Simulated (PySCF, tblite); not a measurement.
**C2H11O2Si3 radical: geometry, infrared bands and EPR parameters**

Aim: predict the infrared bands and EPR parameters of C2H11O2Si3 radical (`C[C](O)[SiH2]O[SiH2][SiH3]`).

Programs: tblite 0.8.0 and PySCF 2.14.0, with density-fitted response routines of our own. Each step states its level of theory. These are calculated values for one molecule in the gas phase, unless marked as measured. Atoms count from 0, in the outputs and in this text.

**1. Starting geometry**

18 atoms, charge 0, multiplicity 2; geometry from: force field or distance geometry start.

Bonds of the start (Å): C0–C1 1.48, C1–O2 1.37, C1–Si3 1.83, Si3–O4 1.65, O4–Si5 1.66, Si5–Si6 2.32, C0–H7 1.10, C0–H8 1.10, C0–H9 1.10, O2–H10 0.97, Si3–H11 1.49, Si3–H12 1.48, Si5–H13 1.49, Si5–H14 1.48, Si6–H15 1.50, Si6–H16 1.49, Si6–H17 1.48.

**2. Geometry optimisation with GFN2-xTB**

What the job is given:

```
{"job": {"kind": "relax", "xc": "GFN2-xTB", "basis": "xTB"}, "charge": 0, "multiplicity": 2}
C     -3.361000    -0.244300     0.860300
C     -2.242200    -0.103200    -0.105100
O     -2.487400    -0.441500    -1.410800
Si    -0.593000     0.468400     0.451200
O      0.469500     0.452900    -0.810000
Si     2.050500     0.844900    -1.123400
Si     3.521900    -0.378600     0.187700
H     -3.598200     0.724900     1.333600
H     -3.130600    -0.969100     1.649400
H     -4.278000    -0.590400     0.354800
H     -1.716000    -0.325200    -1.987800
H     -0.069000    -0.444000     1.511600
H     -0.682400     1.834700     1.019700
H      2.245000     2.298100    -0.874600
H      2.324300     0.602700    -2.558000
H      3.254700    -0.117100     1.645100
H      3.352000    -1.836500    -0.051400
H      4.931100    -0.017100    -0.104000
```

Command:

```
> OMP_NUM_THREADS=1 python probes_run.py task.json out
```

The driver reads the jobs from task.json and runs them one after another.

**Question.** This job is followed by: GFN2-xTB harmonic vibrations, gas phase; UKS B3LYP, pcH-1 on C H O Si, non-relativistic, mean-field spin-orbit, GIAO. Predict these results of the whole session: strongest single infrared mode (GFN2-xTB); zero-point energy (GFN2-xTB); g(iso) (B3LYP); ⟨S²⟩; largest a(iso) (averaged by class); potential on the surface of density 0.002 e/bohr³, 1st and 99th percentile.

As calculated:

| quantity | value |
| --- | --- |
| strongest single infrared mode (GFN2-xTB) | 720 cm⁻¹, 1217 km/mol |
| zero-point energy (GFN2-xTB) | 73.1 kcal/mol |
| g(iso) (B3LYP) | 2.00338 |
| ⟨S²⟩ | 0.753 (exact 0.75) |
| largest a(iso) (averaged by class) | 13C on C1, 73.8 MHz |
| potential on the surface of density 0.002 e/bohr³, 1st and 99th percentile | -1.26 V and 1.69 V |

In words: Over 70 steps the energy fell by 0.248 eV; of the close pairs, Si6–H15 changed most, 1.505 to 1.469 Å. The lowest mode is imaginary (90i cm⁻¹), so the xTB geometry is not a minimum: the zero-point energy counts the real modes alone, and all values at this geometry belong to a saddle point. The strongest single mode, at 720 cm⁻¹, has its largest shares on H14, H13 and H11 (the list is cut at 3 atoms). Unscaled tight-binding wavenumbers are off by several per cent, some by more. Its intensities can rank the bands wrongly. Most of the unpaired spin sits on C1 (0.82 e). The isotropic g lies 1.1 ppt above the free-electron value. These values are for one conformer; the search (at its own cheap level) found 2 more, at 1.06, 1.19 kcal/mol, and measured spectra average over such forms.
